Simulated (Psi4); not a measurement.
# C3H10Si (trimethylsilane): M06-2X/cc-pVDZ

Aim: the energy change on altering one bond length of C3H10Si (trimethylsilane) at M06-2X/cc-pVDZ, from 2 runs. 

Program for the calculation: Psi4 1.11.

## 1. Starting point

C3H10Si has 14 atoms, charge 0, and is taken as a singlet. SMILES: `C[SiH](C)C`. Geometry: relaxed at PBE0-D4/def2-TZVP.

Bond lengths: C1–Si2 1.874 Å, Si2–C3 1.874 Å, Si2–C4 1.874 Å, C1–H5 1.093 Å, C1–H6 1.093 Å, C1–H7 1.094 Å, Si2–H8 1.494 Å, C3–H9 1.094 Å, C3–H10 1.093 Å, C3–H11 1.093 Å, C4–H12 1.093 Å, C4–H13 1.094 Å, C4–H14 1.093 Å. Some angles: C1–Si2–C3 110.3°, C1–Si2–C4 110.3°, C3–Si2–C4 110.3°, C1–Si2–H8 108.6°, C3–Si2–H8 108.6°, C4–Si2–H8 108.6°, Si2–C1–H5 111.2°, Si2–C1–H6 111.1°, Si2–C1–H7 110.9°, Si2–C3–H9 110.9°.

## 2. Energy and forces at M06-2X/cc-pVDZ

Input file job.py:

```python
import psi4

psi4.set_memory(1600000000)
psi4.set_num_threads(1)
psi4.set_output_file('output.dat', False)

m = psi4.geometry("""
0 1
C
Si 1 1.873599
C 2 1.873551 1 110.33611
C 2 1.873518 3 110.34071 1 122.18788
H 1 1.092867 2 111.15067 4 58.89097
H 1 1.092912 5 107.82447 2 -122.0578
H 1 1.093627 5 107.83938 6 -116.20878
H 2 1.494378 4 108.59178 1 118.90162
H 3 1.093587 2 110.88281 8 179.99727
H 3 1.092916 9 107.84062 2 121.89132
H 3 1.092849 10 107.82801 9 -116.21731
H 4 1.092841 2 111.15351 8 60.07465
H 4 1.093655 12 107.84533 2 -121.73572
H 4 1.092895 12 107.8272 13 -116.20474
symmetry c1
""")

psi4.set_options({
    'basis': 'cc-pVDZ',
    'reference': 'rks',
    'puream': True,
    'e_convergence': 1e-09,
    'd_convergence': 1e-08,
    'scf_type': 'pk',
    'dft_radial_points': 99,
    'dft_spherical_points': 590,
})

E, wfn = psi4.gradient("m06-2x", return_wfn=True)
psi4.oeprop(wfn, "WIBERG_LOWDIN_INDICES", "LOWDIN_CHARGES", "DIPOLE", title="M06-2X")
print('gradient / Eh bohr^-1')
print(E.np.round(6))
print(f'energy = {wfn.energy():.10f} Eh')
```

On the command line:

```bash
$ python job.py
```

output.dat:

```text
[...]
  Running in c1 symmetry.
[...]
  Nuclear repulsion =  175.332639497885310
[...]
  Multiplicity = 1
[...]
  Nalpha       = 21
  Nbeta        = 21
[...]
    Number of basis functions: 110
[...]
   @RKS iter   1:  -409.38179804823915   -3.03813e-01   7.66167e-03 ADIIS/DIIS
[...]
   @RKS iter  10:  -409.75674623469968   -3.35376e-12   6.94182e-09 DIIS
[...]
  @RKS Final Energy:  -409.75674623469968
   => Energetics <=
    Nuclear Repulsion Energy =            175.3326394978853102
    One-Electron Energy =                -909.5514191291674706
    Two-Electron Energy =                 344.0189687385641264
    DFT Exchange-Correlation Energy =     -19.5569353419816849
    Empirical Dispersion Energy =           0.0000000000000000
    VV10 Nonlocal Energy =                  0.0000000000000000
    Total Energy =                       -409.7567462346996763
[...]
  -Total Gradient:
     Atom            X                  Y                   Z
    ------   -----------------  -----------------  -----------------
       1        0.000244467202     0.000164478581     0.000255507393
       2       -0.003260689862    -0.001791646235    -0.001213614605
       3        0.000260879108     0.000264426327    -0.000003363322
       4        0.000421891983     0.000090759024     0.000022827309
       5       -0.000095897987    -0.004848897497     0.001510886556
       6       -0.004123371739     0.002497761976     0.001503922810
       7        0.004232231721     0.002343094420     0.001447222879
       8       -0.001193020200    -0.000656053542    -0.000462872198
       9        0.004246134429     0.002185692146     0.001699427370
      10       -0.000093377676    -0.000259368373    -0.005041689788
      11       -0.004154003917     0.002300225732     0.001825134623
      12       -0.000271354603    -0.004747856028     0.001828298937
[...]
 Multipole Moments:
 ------------------------------------------------------------------------------------
     Multipole            Electronic (a.u.)      Nuclear  (a.u.)        Total (a.u.)
 ------------------------------------------------------------------------------------
 L = 1.  Multiply by 2.5417464519 to convert [e a0] to [Debye]
 Dipole X            :          0.9152100           -1.1083672           -0.1931572
 Dipole Y            :          0.5053811           -0.6119285           -0.1065473
 Dipole Z            :          0.3518570           -0.4258737           -0.0740167
 Magnitude           :                                                    0.2326811
[...]
```

On the terminal:

```text
gradient / Eh bohr^-1
[[ 2.440e-04  1.640e-04  2.560e-04]
 [-3.261e-03 -1.792e-03 -1.214e-03]
 [ 2.610e-04  2.640e-04 -3.000e-06]
 [ 4.220e-04  9.100e-05  2.300e-05]
 [-9.600e-05 -4.849e-03  1.511e-03]
 [-4.123e-03  2.498e-03  1.504e-03]
 [ 4.232e-03  2.343e-03  1.447e-03]
 [-1.193e-03 -6.560e-04 -4.630e-04]
 [ 4.246e-03  2.186e-03  1.699e-03]
 [-9.300e-05 -2.590e-04 -5.042e-03]
 [-4.154e-03  2.300e-03  1.825e-03]
 [-2.710e-04 -4.748e-03  1.828e-03]
 [ 4.077e-03  2.417e-03  1.687e-03]
 [-2.740e-04  6.100e-05 -5.056e-03]]
energy = -409.7567462347 Eh
```

It took 62 s on 1 thread of AMD EPYC 9R45 (Zen 5), shared host; peak memory 0.67 GiB.

## 3. The distorted shape at the same level

Input file c3h10si.dat:

```
memory 1600 mb

molecule molecule1 {
  0 1
  C
  Si 1 2.1546
  C 2 1.873551 1 110.33611
  C 2 1.873518 3 110.34071 1 122.18788
  H 1 1.092867 2 111.15067 4 58.89097
  H 1 1.092912 5 107.82447 2 -122.0578
  H 1 1.093627 5 107.83938 6 -116.20878
  H 2 1.494378 4 108.59178 3 -118.91119
  H 3 1.093587 2 110.88281 8 179.99727
  H 3 1.092916 9 107.84062 2 121.89132
  H 3 1.092849 10 107.82801 9 -116.21731
  H 4 1.092841 2 111.15351 8 60.07465
  H 4 1.093655 12 107.84533 2 -121.73572
  H 4 1.092895 12 107.8272 13 -116.20474
  symmetry c1
}

set {
  puream               true
  e_convergence        1e-09
  d_convergence        1e-08
  scf_type             pk
  dft_radial_points    99
  dft_spherical_points 590
}

e, wfn = gradient('m06-2x/cc-pVDZ', return_wfn=True)
oeprop(wfn, 'QUADRUPOLE', 'LOWDIN_CHARGES', 'WIBERG_LOWDIN_INDICES')
```

On the command line:

```bash
$ psi4 c3h10si.dat c3h10si.out -n 1
```

c3h10si.out:

```text
[...]
  Running in c1 symmetry.
[...]
  Nuclear repulsion =  169.593819240698195
[...]
  Multiplicity = 1
[...]
  Nalpha       = 21
  Nbeta        = 21
[...]
    Number of basis functions: 110
[...]
   @RKS iter   1:  -409.38171195496523   -5.21792e-01   7.47817e-03 DIIS/ADIIS
[...]
   @RKS iter  10:  -409.73999686825857   -3.00702e-11   6.87295e-09 DIIS
[...]
  @RKS Final Energy:  -409.73999686825857
   => Energetics <=
    Nuclear Repulsion Energy =            169.5938192406981955
    One-Electron Energy =                -897.9569722840681152
    Two-Electron Energy =                 338.1452748635435341
    DFT Exchange-Correlation Energy =     -19.5221186884321867
    Empirical Dispersion Energy =           0.0000000000000000
    VV10 Nonlocal Energy =                  0.0000000000000000
    Total Energy =                       -409.7399968682585722
[...]
  -Total Gradient:
     Atom            X                  Y                   Z
    ------   -----------------  -----------------  -----------------
       1        0.000474368717     0.000281130252    -0.048809258163
       2       -0.003146329925    -0.001728899413     0.049811477083
       3        0.000255769617     0.001195743395     0.003178890616
       4        0.001207683462    -0.000403501769     0.003204822221
       5       -0.000122697928    -0.005830791487    -0.002013488374
       6       -0.004965945693     0.002997526606    -0.002021689197
       7        0.004919830815     0.002719723520    -0.002022177232
       8       -0.000840801801    -0.000462398571     0.002086121651
       9        0.003932487236     0.002041203532     0.001665827537
      10       -0.000112980830    -0.001400810516    -0.005198294246
      11       -0.003879248028     0.002170307023     0.001805832960
      12       -0.000235405044    -0.004444278819     0.001809980832
[...]
 Multipole Moments:
 ------------------------------------------------------------------------------------
     Multipole            Electronic (a.u.)      Nuclear  (a.u.)        Total (a.u.)
 ------------------------------------------------------------------------------------
 L = 1.  Multiply by 2.5417464519 to convert [e a0] to [Debye]
 Dipole X            :          0.8973248           -1.1083672           -0.2110423
 Dipole Y            :          0.4954529           -0.6119285           -0.1164756
 Dipole Z            :          0.8455706           -0.6805038            0.1650668
 Magnitude           :                                                    0.2921515
 L = 2.  Multiply by 1.3450342976 to convert [e a0^2] to [Debye ang]
 Quadrupole XX       :       -112.9171469           86.2041655          -26.7129815
 Quadrupole XY       :         53.9742769          -54.3802326           -0.4059557
[...]
```

It took 60 s on 1 thread of AMD EPYC 9R45 (Zen 5), shared host; peak memory 0.68 GiB.

## 4. What came out

At M06-2X/cc-pVDZ:

| quantity | value |
| --- | --- |
| first shape: total energy | -409.75675 Eh |
| first shape: dipole moment | 0.59 D |
| first shape: HOMO energy | -9.59 eV |
| first shape: LUMO energy | 2.52 eV |
| first shape: HOMO–LUMO gap | 12.11 eV |
| first shape: largest force on an atom | 0.262 eV/Å |
| distorted shape: total energy | -409.74000 Eh |
| distorted shape: dipole moment | 0.74 D |
| distorted shape: HOMO energy | -8.90 eV |
| distorted shape: LUMO energy | 2.45 eV |
| distorted shape: HOMO–LUMO gap | 11.35 eV |
| distorted shape: largest force on an atom | 2.568 eV/Å |
| energy change with the C1–Si2 bond stretched from 1.874 to 2.155 Å | 0.456 eV |

With the C1–Si2 bond stretched from 1.874 to 2.155 Å the energy rises by 0.46 eV (10.5 kcal/mol). The first shape isn't relaxed at this level, so the change isn't measured from a minimum. The largest force (first shape) is 0.26 eV/Å: the shape isn't a stationary point for this species at this level.
